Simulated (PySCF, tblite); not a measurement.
# C5H5FN2: geometry, infrared bands and NMR shifts

Aim: predict the infrared bands and NMR shifts of C5H5FN2 (`Cc1nccnc1F`).

Programs: tblite 0.8.0 and PySCF 2.14.0, with density-fitted response routines of our own. Each step states its level of theory. These are calculated values for one molecule in the gas phase, unless marked as measured. Atoms count from 0, in the outputs and in this text.

## 1. Starting geometry

13 atoms, charge 0, multiplicity 1; geometry from: force field or distance geometry start.

Bonds of the start (Å): C0–C1 1.48, C1–N2 1.38, N2–C3 1.35, C3–C4 1.37, C4–N5 1.36, N5–C6 1.35, C6–F7 1.34, C6–C1 1.39, C0–H8 1.09, C0–H9 1.10, C0–H10 1.10, C3–H11 1.09, C4–H12 1.08.

## 2. Geometry optimisation with GFN2-xTB

The job: settings as JSON, then the geometry in Å.

```
{"job": {"kind": "relax", "xc": "GFN2-xTB", "basis": "xTB"}, "charge": 0, "multiplicity": 1}
C     -1.988900    -0.471000     0.100300
C     -0.541600    -0.151000     0.024400
N      0.353600    -1.155000     0.328500
C      1.651000    -0.804600     0.240000
C      2.067600     0.460400    -0.094700
N      1.198300     1.458300    -0.395800
C     -0.103800     1.125300    -0.321000
F     -1.001000     2.079200    -0.592100
H     -2.459400    -0.313500    -0.874800
H     -2.163300    -1.512500     0.395300
H     -2.491500     0.168700     0.840300
H      2.358400    -1.601600     0.480200
H      3.116400     0.717700    -0.148400
```

The run is started by

```
$ OMP_NUM_THREADS=1 python probes_run.py task.json out
```

This one command runs all jobs of the session in turn.

What it wrote:

```text
step      E/eV     max force
  0    -648.02419    2.566
  1    -648.14915    1.063
  2    -648.17696    0.460
  3    -648.18783    0.207
  4    -648.19213    0.137
  5    -648.19402    0.128
  6    -648.19555    0.081
  7    -648.19610    0.061
  8    -648.19633    0.048
  9    -648.19656    0.060
 10    -648.19688    0.063
 11    -648.19709    0.035
 12    -648.19719    0.027
 13    -648.19724    0.029
 14    -648.19734    0.040
 15    -648.19748    0.052
 16    -648.19762    0.042
 17    -648.19771    0.020
 18    -648.19775    0.017
 19    -648.19778    0.014
 20    -648.19780    0.014
 21    -648.19781    0.008
```

It took 0.11 s on 1 thread of Intel Xeon 6975P-C, shared host.

The steps of the relaxation:

| step | energy from step 0 (eV) | largest force (eV/Å) |
| --- | --- | --- |
| 0 | 0.0000 | 2.5656 |
| 1 | -0.1250 | 1.0631 |
| 2 | -0.1528 | 0.4601 |
| 3 | -0.1636 | 0.2074 |
| 4 | -0.1679 | 0.1374 |
| 5 | -0.1698 | 0.1281 |
| 6 | -0.1714 | 0.0812 |
| 7 | -0.1719 | 0.0610 |
| 8 | -0.1721 | 0.0476 |
| 9 | -0.1724 | 0.0604 |
| 10 | -0.1727 | 0.0631 |
| 11 | -0.1729 | 0.0351 |
| 12 | -0.1730 | 0.0271 |
| 13 | -0.1730 | 0.0291 |
| 14 | -0.1732 | 0.0399 |
| 15 | -0.1733 | 0.0517 |
| 16 | -0.1734 | 0.0422 |
| 17 | -0.1735 | 0.0197 |
| 18 | -0.1736 | 0.0168 |
| 19 | -0.1736 | 0.0144 |
| 20 | -0.1736 | 0.0141 |
| 21 | -0.1736 | 0.0083 |

Distances of close pairs at the start and the end, largest changes first:

| bond | before (Å) | after (Å) | change (Å) |
| --- | --- | --- | --- |
| C1–N2 | 1.379 | 1.324 | -0.055 |
| N5–C6 | 1.346 | 1.309 | -0.037 |
| C4–N5 | 1.357 | 1.328 | -0.029 |
| N2–C3 | 1.347 | 1.327 | -0.020 |
| C3–H11 | 1.092 | 1.080 | -0.012 |
| C3–C4 | 1.373 | 1.384 | +0.011 |
| C0–H9 | 1.096 | 1.086 | -0.011 |
| C0–H10 | 1.100 | 1.089 | -0.011 |

The final coordinates are the input of the step that follows.

## 3. Harmonic vibrations with GFN2-xTB

The job: settings as JSON, then the geometry in Å.

```
{"job": {"kind": "ir", "xc": "GFN2-xTB", "basis": "xTB"}, "charge": 0, "multiplicity": 1}
C     -1.998727    -0.487108     0.105042
C     -0.546891    -0.160408     0.034876
N      0.340348    -1.103208     0.310788
C      1.630891    -0.800949     0.245230
C      2.063314     0.468145    -0.099961
N      1.192186     1.430581    -0.381514
C     -0.076347     1.113580    -0.313060
F     -0.950289     2.087828    -0.599088
H     -2.467408    -0.318199    -0.863387
H     -2.122655    -1.525547     0.396349
H     -2.492599     0.159767     0.828646
H      2.316723    -1.602574     0.478081
H      3.107067     0.738579    -0.159732
```

What it wrote:

```text
mode    cm-1     km/mol
  1      60.5      1.22
  2     120.8      1.52
  3     243.1      4.09
  4     275.6      0.53
  5     426.4     20.89
  6     433.8      2.81
  7     507.1     10.21
  8     514.7      1.87
  9     570.9      2.22
 10     719.3      3.08
 11     776.1      7.71
 12     839.2      6.49
 13     873.3      3.00
 14     898.6      0.27
 15     991.7     16.94
 16    1022.0     12.33
 17    1117.9      0.31
 18    1149.3    136.66
 19    1224.2     79.71
 20    1236.5     33.51
 21    1269.5      3.62
 22    1386.2     10.71
 23    1395.7    155.01
 24    1421.1     84.63
 25    1452.4      9.48
 26    1455.7      2.75
 27    1537.2     10.05
 28    1579.7      3.86
 29    3013.8      8.09
 30    3026.7      4.98
 31    3068.3      6.90
 32    3074.4      5.20
 33    3083.8     25.05
```

It took 0.35 s on 1 thread of Intel Xeon 6975P-C, shared host.

The strongest bands and the atoms that carry them (share of the mass-weighted mode):

| cm⁻¹ | km/mol | atoms |
| --- | --- | --- |
| 426 | 20.9 | N5 29 %, C1 24 %, N2 22 %, C6 10 % |
| 992 | 16.9 | H9 34 %, C0 17 %, H10 13 %, H8 13 % |
| 1149 | 136.7 | C6 21 %, H12 18 %, H11 14 %, C1 11 % |
| 1224 | 79.7 | C6 30 %, H12 24 %, H11 12 % |
| 1236 | 33.5 | N2 22 %, C3 17 %, C1 15 %, H11 14 % |
| 1396 | 155.0 | C6 29 %, C1 21 %, N5 16 % |
| 1421 | 84.6 | C1 23 %, C3 15 % |
| 3084 | 25.1 | H12 63 %, H11 29 % |

## 4. Shielding tensors: PBE0/pcSseg-1

Settings changed since step 3:

```diff
@@ -1,2 +1,2 @@
-{"job": {"kind": "ir", "xc": "GFN2-xTB", "basis": "xTB"}, "charge": 0, "multiplicity": 1}
+{"job": {"kind": "nmr", "xc": "PBE0", "basis": "pcSseg-1"}, "charge": 0, "multiplicity": 1}
 C     -1.998727    -0.487108     0.105042
```

Method: GIAO PBE0/pcSseg-1 NMR shielding, non-relativistic, gas phase.

What it wrote:

```text
coarse grid: 11744 points
cycle   1  E = -402.2801014682  dE =  1.501e+00  |g| = 5.588e-01  |ddm| = 3.467e+00
cycle   2  E = -402.2188028840  dE =  6.130e-02  |g| = 8.189e-01  |ddm| = 1.031e+00
cycle   3  E = -402.3400394490  dE = -1.212e-01  |g| = 8.529e-02  |ddm| = 6.280e-01
cycle   4  E = -402.3411015662  dE = -1.062e-03  |g| = 5.702e-02  |ddm| = 1.191e-01
cycle   5  E = -402.3419020008  dE = -8.004e-04  |g| = 1.089e-02  |ddm| = 5.588e-02
cycle   6  E = -402.3419244892  dE = -2.249e-05  |g| = 3.659e-03  |ddm| = 1.102e-02
cycle   7  E = -402.3419274301  dE = -2.941e-06  |g| = 1.136e-03  |ddm| = 3.826e-03
final grid: 116488 points
cycle   8  E = -402.3910341273  dE = -3.519e-05  |g| = 7.164e-03  |ddm| = 2.916e-02
cycle   9  E = -402.3910262769  dE =  7.850e-06  |g| = 9.612e-03  |ddm| = 1.469e-02
cycle  10  E = -402.3910457613  dE = -1.948e-05  |g| = 1.684e-03  |ddm| = 9.090e-03
cycle  11  E = -402.3910463678  dE = -6.065e-07  |g| = 3.869e-04  |ddm| = 1.789e-03
cycle  12  E = -402.3910463964  dE = -2.860e-08  |g| = 1.726e-04  |ddm| = 4.358e-04
cycle  13  E = -402.3910464018  dE = -5.477e-09  |g| = 2.882e-05  |ddm| = 1.409e-04
cycle  14  E = -402.3910464020  dE = -1.706e-10  |g| = 1.149e-05  |ddm| = 3.300e-05
converged SCF energy = -402.3910464020

GIAO shielding tensors (ppm)
atom      isotropic    diamagn.    paramagn.     s11        s22        s33       span
  0 C      164.664     246.338     -81.674    149.473    157.235    187.283     37.810
  1 C       38.653     260.083    -221.430    -35.670      8.318    143.311    178.982
  2 N     -124.605     330.481    -455.086   -454.234   -190.859    271.278    725.512
  3 C       40.021     253.533    -213.511    -69.219     40.220    149.063    218.282
  4 C       40.777     254.109    -213.332    -57.297     37.930    141.699    198.996
  5 N      -64.942     332.951    -397.893   -334.787   -124.690    264.650    599.437
  6 C       17.568     250.631    -233.063    -75.247     50.759     77.193    152.440
  7 F      252.138     474.927    -222.789    162.322    286.293    307.799    145.477
  8 H       28.930      28.303       0.627     24.693     27.927     34.168      9.475
  9 H       28.940      28.726       0.213     24.316     27.611     34.892     10.576
 10 H       28.932      28.313       0.619     24.680     27.950     34.165      9.484
 11 H       23.104      30.449      -7.345     20.058     23.035     26.220      6.162
 12 H       23.368      29.624      -6.256     19.691     24.287     26.126      6.435
```

Wall time 18 s (1 thread of Intel Xeon 6975P-C, shared host); peak memory 0.73 GiB.

Shifts follow as δ = σ(reference) − σ, with reference shieldings (ppm) from runs at the same level and on the same kind of geometry: ¹H TMS 31.72, ¹³C TMS 186.9, ¹⁹F CFCl3 170.9, ¹⁵N NH3 267.7. The references are single molecules in the gas phase, so shifts against H2O, NH3, PH3, H3PO4 or CFCl3 are not on the usual liquid scales and can be off by tens of ppm. Atoms listed in one row are averaged.

| atoms | environment | σ (ppm) | δ (ppm) | δ scaled to CDCl3 |
| --- | --- | --- | --- | --- |
| C6 | aromatic carbon bearing fluorine | 17.6 | 169.4 | 163.4 |
| C1 | substituted aromatic carbon next to a ring nitrogen | 38.7 | 148.3 | 142.8 |
| C3 | aromatic CH next to a ring nitrogen | 40.0 | 146.9 | 141.5 |
| C4 | aromatic CH next to a ring nitrogen | 40.8 | 146.1 | 140.7 |
| C0 | methyl carbon on an aromatic ring | 164.7 | 22.3 | 19.8 |
| H11 | hydrogen on an aromatic CH next to a ring nitrogen | 23.10 | 8.61 | 8.23 |
| H12 | hydrogen on an aromatic CH next to a ring nitrogen | 23.37 | 8.35 | 7.98 |
| H8, H9, H10 | hydrogen on a methyl carbon on an aromatic ring | 28.93 | 2.78 | 2.73 |
| N2 | pyridine-type ring nitrogen | -124.6 | 392.3 | – |
| N5 | pyridine-type ring nitrogen | -64.9 | 332.7 | – |
| F7 | aryl fluorine | 252.1 | -81.2 | – |

The scaled column applies a straight-line fit of computed shieldings to shifts measured in CDCl3, and one for carbons that bear F (root-mean-square error 0.16 ppm for H, 1.9 ppm for C).

Charges from the same density, by scheme (e):

| atoms | Mulliken | IAO | Hirshfeld | ESP fit |
| --- | --- | --- | --- | --- |
| C0 | -0.16 | -0.44 | -0.12 | -0.49 |
| C1 | -0.13 | 0.10 | 0.06 | 0.41 |
| N2 | -0.39 | -0.25 | -0.14 | -0.49 |
| C3 | 0.07 | -0.05 | 0.01 | 0.08 |
| C4 | 0.07 | -0.04 | 0.02 | 0.08 |
| N5 | -0.39 | -0.26 | -0.16 | -0.47 |
| C6 | 0.53 | 0.38 | 0.14 | 0.47 |
| F7 | -0.26 | -0.26 | -0.07 | -0.23 |

Mayer bond orders: C0–C1 1.02, C1–N2 1.50, N2–C3 1.45, C3–C4 1.39, C4–N5 1.42, N5–C6 1.52, C6–F7 0.98, C6–C1 1.24.

Ring of atoms C1, N2, C3, C4, N5, C6: NICS(0) -7.7, NICS(1) -11.3, NICS(1)zz -27.6 ppm (means of both faces).

## 5. Summary of results

| quantity | value |
| --- | --- |
| strongest single infrared mode (GFN2-xTB) | 1396 cm⁻¹, 155 km/mol |
| zero-point energy (GFN2-xTB) | 58.3 kcal/mol |
| ¹³C shifts against TMS (PBE0/pcSseg-1) | 169.4, 148.3, 146.9, 146.1, 22.3 ppm |
| ¹H shifts against TMS (PBE0/pcSseg-1, means over atoms taken as alike) | 8.61, 8.35, 2.78 ppm |
| ¹⁵N shifts against NH3 (PBE0/pcSseg-1) | 392.3, 332.7 ppm |
| ¹⁹F shifts against CFCl3 (PBE0/pcSseg-1) | -81.2 ppm |

In words: Relaxing lowered the energy by 0.174 eV in 21 steps; the close pair that moved most is C1–N2, from 1.379 to 1.324 Å. No mode is imaginary among the 33: a minimum at this level. The strongest single mode, at 1396 cm⁻¹, is spread over several atoms, C6, C1, N5 among them. Unscaled tight-binding wavenumbers are off by several per cent, some by more. Its intensities can rank the bands wrongly. At PBE0/pcSseg-1: The widest tensor belongs to N2: span 726 ppm, with a paramagnetic part of -455 ppm. NICS(1)zz of -28 ppm above the planar ring from C1 marks a diatropic (aromatic) ring current.
